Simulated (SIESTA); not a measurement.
# Ta3Cu under changes of volume

One of the cells (16.942 Å³/atom); the others are scaled copies at fixed shape and fractional positions:

```xyz
4
Lattice="-2.0065 2.0065 4.2082 2.0065 -2.0065 4.2082 2.0065 2.0065 -4.2082" Properties=species:S:1:pos:R:3 pbc="T T T"
Ta    0.0000    0.0000    4.2082
Ta    2.0065    0.0000    2.1041
Ta    0.0000    2.0065    2.1041
Cu    0.0000    0.0000    0.0000
```

The cell comes from a database or a generator and needn't be the stable form of this composition.

```yaml
Program: SIESTA 5.4.2
Functional: LDA
Potentials_or_basis: PseudoDojo 0.4 standard (LDA files)
Basis: DZP (energy shift 0.003 Ry; two zetas on semicore shells)
Grid_cutoff: 800 Ry
Energy_shift: 0.003 Ry
k_mesh: 9 × 9 × 9
Occupations: fermi-dirac, width 0.05 eV
Spin: no spin polarisation
```

```tsv
volume (Å³/atom)	energy over the lowest point (meV/atom)	pressure (GPa)
15.926	0.00	0.5
16.265	3.84	-4.0
16.604	16.56	-7.9
16.942	37.29	-11.6
17.281	65.34	-14.9
17.620	?	?
17.959	140.38	-20.4
```

Task: What does the run at 17.620 Å³/atom give?

Result: Energy over the lowest point 99.95 meV/atom; pressure -17.8 GPa.

Worked out: A Birch-Murnaghan fit of order 3 (a polynomial in V^(-2/3)) to the other rows has its minimum at 15.96 Å³/atom with B0 = V·E''(V) = 218 GPa and B' = 3.9 at fixed shape and positions, which overstates the stiffness. It gives 99.91 meV/atom at 17.620 Å³/atom, against the run's 99.95, and -dE/dV = -17.8 GPa, against -17.8.

Energies are extrapolated to zero smearing.

Caveats: short orbitals over semicore shells can move pressures by several GPa; the basis of atomic orbitals isn't converged, which shifts pressures, moduli and gaps.
